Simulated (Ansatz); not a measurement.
**HfC (database structure): how the settings move a single-point run**

Aim: see which settings change the result for HfC (database structure), by how much, and at what cost.

Computed with Ansatz 0.2.0 (reference: DFT PBE, plane waves, PAW, scalar-relativistic, no spin polarisation, unless a step's input says otherwise).

## 1. Starting point

Symmetry: Fm-3m, No. 225, cubic system. The conventional cell has a = 4.469 Å, b = 4.469 Å, c = 4.469 Å, α = 90.00°, β = 90.00°, γ = 90.00°. Hf (site symmetry m-3m) is surrounded by 6 C at 2.23 Å. C (site symmetry m-3m) is surrounded by 6 Hf at 2.23 Å.

Coordinates:

```
CELL_PARAMETERS angstrom
0.00000 2.23448 2.23448
2.23448 0.00000 2.23448
2.23448 2.23448 0.00000
ATOMIC_POSITIONS crystal
Hf 0.00000 0.00000 0.00000
C 0.50000 0.50000 0.50000
```

## 2. The reference run

Contents of input.yaml:

```yaml
crystal:
  lattice:
    - [0.0, 2.23447889, 2.23447889]
    - [2.23447889, 0.0, 2.23447889]
    - [2.23447889, 2.23447889, 0.0]
  atoms:
    - { symbol: Hf, position: [0.0, 0.0, 0.0] }
    - { symbol: C, position: [0.5, 0.5, 0.5] }
  symmetry: { tolerance: 0.0003 }
kpoints:
  mp_grid: { grid: [7, 7, 7], shift: [0, 0, 0] }
magnetization:
  spin_polarized: false
scf:
  occupations: { method: fermi_dirac, width: 0.0676 }
hamiltonian:
  pseudopotentials: { kind: paw }
  xc: pbe
basis:
  ecutwfc: 420
output:
  forces: true
  stress: true
  eigenvalues: true
```

Launch:

```
> ansatz run input.yaml --threads 1 --pin off --max-ram 2560MiB --backend cpu --events-out ev --progress --plain --runs-dir out
```

## 3. Changed: mixing.algorithm msr1, mixing.beta 0.1

input.yaml: that of step 2 with these lines changed.

```diff
@@ -15,2 +15,3 @@
   occupations: { method: fermi_dirac, width: 0.0676 }
+  mixing: { algorithm: msr1, beta: 0.1 }
 hamiltonian:
@@ -24 +25,5 @@
   eigenvalues: true
+  write_density: true
+  write_potential: true
+  elf: true
+  volumetric_format: npy
```

## 4. Changing settings: ecutrho_ratio 12

input.yaml: that of step 2 with these lines changed.

```diff
@@ -20,2 +20,3 @@
   ecutwfc: 420
+  ecutrho_ratio: 12
 output:
```

## 5. Changed: symmetry.detect false, mp_grid.grid [2, 2, 2], pseudopotentials.kind nc, pseudopotentials.accuracy standard, tolerance left out

input.yaml: that of step 2 with these lines changed.

```diff
@@ -8,5 +8,5 @@
     - { symbol: C, position: [0.5, 0.5, 0.5] }
-  symmetry: { tolerance: 0.0003 }
+  symmetry: { detect: false }
 kpoints:
-  mp_grid: { grid: [7, 7, 7], shift: [0, 0, 0] }
+  mp_grid: { grid: [2, 2, 2], shift: [0, 0, 0] }
 magnetization:
@@ -16,3 +16,3 @@
 hamiltonian:
-  pseudopotentials: { kind: paw }
+  pseudopotentials: { kind: nc, accuracy: standard }
   xc: pbe
@@ -24 +24,5 @@
   eigenvalues: true
+  write_density: true
+  write_potential: true
+  elf: true
+  volumetric_format: npy
```

## 6. Variant: scf.algorithm density_mixing, pseudopotentials.source jth, xc_grid 4

input.yaml: that of step 2 with these lines changed.

```diff
@@ -15,4 +15,5 @@
   occupations: { method: fermi_dirac, width: 0.0676 }
+  algorithm: density_mixing
 hamiltonian:
-  pseudopotentials: { kind: paw }
+  pseudopotentials: { kind: paw, source: jth }
   xc: pbe
@@ -20,2 +21,3 @@
   ecutwfc: 420
+  xc_grid: 4
 output:
@@ -24 +26,5 @@
   eigenvalues: true
+  write_density: true
+  write_potential: true
+  elf: true
+  volumetric_format: npy
```

What does the calculation give? Wanted: for each run, ending; energy change; pressure; gap; force.

As calculated:

| run | ending | energy change | pressure (GPa) | gap (eV) | force (eV/Å) | cycles | time |
| --- | --- | --- | --- | --- | --- | --- | --- |
| reference | converged | 0 | 35.6 | 0.00 | 0.00 | 6 | 10 s |
| 1: mixing.algorithm msr1, mixing.beta 0.1 | converged | 0.0 meV/atom | 35.6 | 0.00 | 0.00 | 7 | 3.5 s |
| 2: ecutrho_ratio 12 | converged | 0.0 meV/atom | 35.6 | 0.00 | 0.00 | 6 | 6.3 s |
| 3: symmetry.detect false, mp_grid.grid [2, 2, 2], pseudopotentials.kind nc, pseudopotentials.accuracy standard, tolerance left out | converged | not comparable | 52.8 | 0.00 | 0.00 | 7 | 0.99 s |
| 4: scf.algorithm density_mixing, pseudopotentials.source jth, xc_grid 4 | converged | not comparable | 36.3 | 0.00 | 0.00 | 7 | 3.5 s |

Times don't compare one to one where runs were asked for different outputs or read a saved state (see the inputs); cycles may leave out searches for a lower state.

Residual by cycle in the longest SCF loop of each run; runs are numbered as in the table. The quantity is the density residual dr2, in eV.

| cycle | reference | run 1 | run 2 | run 3 | run 4 |
| --- | --- | --- | --- | --- | --- |
| 1 | 4.6e-4 | 4.6e-4 | 4.6e-4 | 2 | 3.39 |
| 2 | 6.4e-5 | 3.6e-4 | 6.4e-5 | 0.104 | 1.42 |
| 3 | 4.1e-6 | 8.7e-6 | 4.1e-6 | 0.016 | 0.00451 |
| 4 | 7.8e-7 | 4.5e-6 | 7.9e-7 | 2.8e-4 | 1.2e-4 |
| 5 | 1.1e-7 | 1.1e-6 | 1.1e-7 | 6.8e-6 | 1.0e-5 |
| 6 | 1.1e-8 | 2.9e-8 | 1.1e-8 | 6.3e-7 | 2.5e-7 |
| 7 | - | 5.2e-9 | - | 8.7e-9 | 1.1e-9 |

**Reading.** Of the converged runs whose energies compare with the reference's, none moves it noticeably. Runs 3 and 4 ran under the cutoff that the potentials recommend, as the log warns, so basis error is mixed into their values, and swamps them where the cutoff is far short. The structure is not at rest: the sound run finds 36 GPa, so these are no properties of the relaxed crystal. 

Caveats on the reference run: its mesh is coarse for a cell with so small a gap or none.
